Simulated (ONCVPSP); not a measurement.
# Pseudopotential generation for B: ONCV, PBE

Aim: build the potential from the settings below, then test how well it stands in for the atom: other configurations, scattering, ghost states and the plane-wave cutoff that it needs.

Program: ONCVPSP 4.0.1. Reference atom: PBE, scalar-relativistic, spherical and spin-unpolarised. All values are calculated.

## 1. The design

Typed settings, in words:

```
element                 : boron (B, Z = 5)
type                    : optimised norm-conserving Vanderbilt (ONCV)
frozen core             : [He]
valence charge          : 3
reference configuration : 2s2 2p1
partial waves           : 2s: rc 1.10 bohr, ncon 4, nbas 7, qcut 6.5 1/bohr, 3 projectors, debl 3.7 Ha; 2p: rc 2.15 bohr, ncon 4, nbas 8, qcut 7.2 1/bohr, 2 projectors, debl 3.9 Ha; d scattering state at 0.04 Ha: rc 1.65 bohr, ncon 4, nbas 9, qcut 6.5 1/bohr, 2 projectors, debl 0.6 Ha
local potential         : polynomial inside 1.05 bohr (lpopt 5, dvloc0 -1 Ha)
core correction         : not asked for
```

The outer shells as boxes (Hund's rule for the drawing; the calculation is spin-unpolarised):

```
[He] core
2s [↑↓]
2p [↑ ][  ][  ]
```

The nodes and maxima of the atom's own shells, from an earlier all-electron run, set the scale for the radii.

All-electron outer shells of the reference configuration (PBE, scalar-relativistic, ld1.x):

```json
{"shell": "1s", "level (eV)": "-180.59", "outermost node (bohr)": "–", "outermost maximum (bohr)": "0.21"}
{"shell": "2s", "level (eV)": "-9.44", "outermost node (bohr)": "0.46", "outermost maximum (bohr)": "1.52"}
{"shell": "2p", "level (eV)": "-3.61", "outermost node (bohr)": "–", "outermost maximum (bohr)": "1.57"}
```

## 2. Generation

B.dat

```
# ATOM AND REFERENCE CONFIGURATION
# atsym  z   nc   nv     iexc    psfile
  B 5.00    1    2        4      upf
#
#   n    l    f
    1    0    2.00
    2    0    2.00
    2    1    1.00
#
# PSEUDOPOTENTIAL AND OPTIMIZATION
# lmax
    2
#
#   l,   rc,      ep,       ncon, nbas, qcut
    0    1.10    0.00    4    7    6.50
    1    2.15    0.00    4    8    7.20
    2    1.65    0.04    4    9    6.50
#
# LOCAL POTENTIAL
# lloc, lpopt,  rc(5),   dvloc0
    4    5    1.05   -1.00
#
# VANDERBILT-KLEINMAN-BYLANDER PROJECTORs
# l, nproj, debl
    0    3    3.70
    1    2    3.90
    2    2    0.60
#
# MODEL CORE CHARGE
# icmod, fcfact, rcfact
    0    0.00    0.00
#
# LOG DERIVATIVE ANALYSIS
# epsh1, epsh2, depsh
   -2.00    5.00    0.02
#
# OUTPUT GRID
# rlmax, drl
    6.00    0.01
#
# TEST CONFIGURATIONS
# ncnf
    4
# nvcnf
#   n    l    f
    2
    2    0    2.00
    2    1    0.00
#
    2
    2    0    1.00
    2    1    0.00
#
    2
    2    0    2.00
    2    1    0.50
#
    2
    2    0    0.00
    2    1    3.00
#
```

Run with:

```sh
$ oncvpsp.x < B.dat > B.out
```

What does the calculation give? Wanted: cutoffs for 1 and 0.1 mHa per electron, occupied waves; bound ghosts; GHOST(+) flags; largest test error; largest phase difference near zero energy, channels read.

The runs gave:

```
                                                quantity                  value
  cutoffs for 1 and 0.1 mHa per electron, occupied waves        13 Ha and 49 Ha
                                            bound ghosts        s at -140.88 eV
                                          GHOST(+) flags           s at 2620 eV
                            largest test error (AE − PS)  +109 meV, for 2s1 2p0
largest phase difference near zero energy, channels read              0.000 rad
```

In words: It has a bound ghost (s), a state that the atom doesn't have, and that rules the file out. By total energies transferability is poor: the largest error is 109 meV on 33.6 eV, for 2s1 2p0. By its cutoff, 13 Ha for the looser tolerance, it is soft on the atom at that tolerance. The tighter tolerance needs 49 Ha, and converged work needs a cutoff nearer that. Near zero energy the phases of the channels with partial waves agree within 0.001 rad. The program also flags highly localised states, GHOST(+) (s).
